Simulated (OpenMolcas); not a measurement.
# Fe⁴⁺ among point charges: CASSCF and CASPT2 levels and susceptibility

How does a field of 6 point charges split the states of Fe⁴⁺, and what χT follows?

Program: OpenMolcas 26.06. Level of theory: state-averaged CASSCF and CASPT2, spin-orbit coupling by RASSI with atomic mean-field integrals. These are calculated values, not measurements, unless marked.

### Step 1. What is computed

| Quantity | Value |
| --- | --- |
| Species | Fe⁴⁺ (iron, Z = 26, 22 electrons) |
| Basis | ANO-RCC-VDZP [5s4p2d1f], 34 functions |
| Scalar Hamiltonian | DKH2, point nucleus |
| Inactive shells | 1s 2s 2p 3s 3p |
| Active space | 4 electrons in 5 orbitals (3d) |
| Some configurations of this space | 3d⁴ |
| Orbitals | optimised for each spin and parity, averaged over all roots |

Outer shells as boxes (Hund's rule):

3d4
```
3d [↑ ][↑ ][↑ ][↑ ][  ]
```

The ion sits among 6 point charges of -1.2 e arranged as an octahedron (Oh), 1.67 Å from the ion.

Each step is its own input file, run in one work folder so that later steps find the files of earlier ones. Labels, J, g values, rates, χT and fits are worked out afterwards by a script from the matrices that RASSI stores. The input lists half of the charges; inversion (Group=XYZ) makes the rest.

### Step 2. GATEWAY and SEWARD: basis and integrals

a.inp

```
&GATEWAY
Coord
1

Fe 0.0 0.0 0.0
Basis=ANO-RCC-VDZP
Group=XYZ
NoMove
AngMom=0.0 0.0 0.0
AMFI
XField
3 Angstrom 0
1.670000 0.000000 0.000000 -1.200000
0.000000 1.670000 0.000000 -1.200000
0.000000 0.000000 1.670000 -1.200000
&SEWARD
```

Run with:

```console
> OMP_NUM_THREADS=1 MOLCAS_MEM=1689 MOLCAS_PROJECT=a pymolcas a.inp > a.log
```

### Step 3. Reference wave functions, quintets of even parity, 5 roots

a.inp

```
&RASSCF
FileOrb=start.orb
Symmetry=1
Spin=5
nActEl=4 0 0
Inactive=3 6
Ras2=5 0
CIRoot=5 5 1
SDav=5
CIMx=300
Iter=120 100
PrWF=0.3
OrbListing=Nothing
MaxOrb=0
>>> COPY $Project.JobIph JOB001
```

start.orb holds the contracted functions of the basis, ordered by shell, or the orbitals of the step before.

### Step 4. CASSCF: triplets of even parity, 45 roots

a.inp

```
&RASSCF
FileOrb=start.orb
Symmetry=1
Spin=3
nActEl=4 0 0
Inactive=3 6
Ras2=5 0
CIRoot=45 45 1
SDav=45
CIMx=300
Iter=120 100
PrWF=0.3
OrbListing=Nothing
MaxOrb=0
>>> COPY $Project.JobIph JOB002
```

### Step 5. CASSCF: singlets of even parity, 50 roots

a.inp

```
&RASSCF
FileOrb=start.orb
Symmetry=1
Spin=1
nActEl=4 0 0
Inactive=3 6
Ras2=5 0
CIRoot=50 50 1
SDav=50
CIMx=300
Iter=120 100
PrWF=0.3
OrbListing=Nothing
MaxOrb=0
>>> COPY $Project.JobIph JOB003
```

### Step 6. State interaction with spin-orbit coupling

a.inp

```
&RASSI
NrOfJobIphs=3 5 45 50
1 2 3 4 5
1 2 3 4 5 6 7 8 9 10 11 12 13 14 15 16 17 18 19 20 21 22 23 24 25 26 27
28 29 30 31 32 33 34 35 36 37 38 39 40 41 42 43 44 45
1 2 3 4 5 6 7 8 9 10 11 12 13 14 15 16 17 18 19 20 21 22 23 24 25 26 27
28 29 30 31 32 33 34 35 36 37 38 39 40 41 42 43 44 45 46 47 48 49 50
IphNames
JOB001
JOB002
JOB003
EJob
SpinOrbit
DIPRint=1.0
SOCoupling=1000.0
Subsets=2
Property=9
'ANGMOM' 1 'ANGMOM' 2 'ANGMOM' 3 'MLTPL  1' 1 'MLTPL  1' 2 'MLTPL  1' 3
'AMFI' 1 'AMFI' 2 'AMFI' 3
SOProperty=3
'ANGMOM' 1 'ANGMOM' 2 'ANGMOM' 3
```

### Step 7. CASPT2: IPEA 0.25, imaginary shift 0.1 (closed shells correlated: 3s 3p)

a.inp

```
>>> COPY JOB001 $Project.JobIph
&CASPT2
Multistate=5 1 2 3 4 5
NoMult
Frozen=2 3
IPEA=0.25
Imaginary=0.1
MaxIter=60
WThr=0.0 0.3 0.05
PrWF=0.5
NoMix
>>> COPY JOB002 $Project.JobIph
&CASPT2
Multistate=45 1 2 3 4 5 6 7 8 9 10 11 12 13 14 15 16 17 18 19 20 21 22
23 24 25 26 27 28 29 30 31 32 33 34 35 36 37 38 39 40 41 42 43 44 45
NoMult
Frozen=2 3
IPEA=0.25
Imaginary=0.1
MaxIter=60
WThr=0.0 0.3 0.05
PrWF=0.5
NoMix
>>> COPY JOB003 $Project.JobIph
&CASPT2
Multistate=50 1 2 3 4 5 6 7 8 9 10 11 12 13 14 15 16 17 18 19 20 21 22
23 24 25 26 27 28 29 30 31 32 33 34 35 36 37 38 39 40 41 42 43 44 45 46
47 48 49 50
NoMult
Frozen=2 3
IPEA=0.25
Imaginary=0.1
MaxIter=60
WThr=0.0 0.3 0.05
PrWF=0.5
NoMix
```

(Steps that only read results are left out.)

**Question.** What will these runs give? Wanted: spin-free ground state; first state of the same spin within the active space; lowest level; next level.

As calculated:

| quantity | value |
| --- | --- |
| method | SS-CASPT2, IPEA 0.25, imaginary shift 0.1 (closed shells correlated: 3s 3p) |
| spin-free ground state | 5E, 2-fold in its orbital part |
| first state of the same spin within the active space | 5T2 at 3230 cm⁻¹ |
| lowest level | 1-fold A1 |
| next level | 50.8 cm⁻¹ |
| χT at 300 K | 2.54 cm³ K/mol |
| effective moment at 300 K | 4.50 μB |

Cost by method:

| method | time of its own steps | time with the reference |
| --- | --- | --- |
| A. CASSCF | 20 s | 20 s |
| B. SS-CASPT2, IPEA 0.25, imaginary shift 0.1, +3s 3p | 5 s | 25 s |

Times are of one thread on a shared host.

What this shows: The spin-free ground state (5E) comes to 100 % from free-ion D terms and keeps the highest spin of the shell. χT at 300 K is 2.54, against 3.01 cm³ K/mol for the spin alone, so spin-orbit coupling lowers it. An active space of the d shell alone favours high spin; real ions in strong fields can be low spin. CASPT2 does not keep the components of a term degenerate, and the means are used. An orbital doublet at a regular site is open to a Jahn-Teller distortion, which this geometry leaves out. The field of point charges can differ much from that of real complexes. With metal d orbitals alone active, the gaps between spin states are rough; where two lie within a few thousand cm-1, their order is open. Point charges carry no covalency, so the field is a model and not that of real ligands.
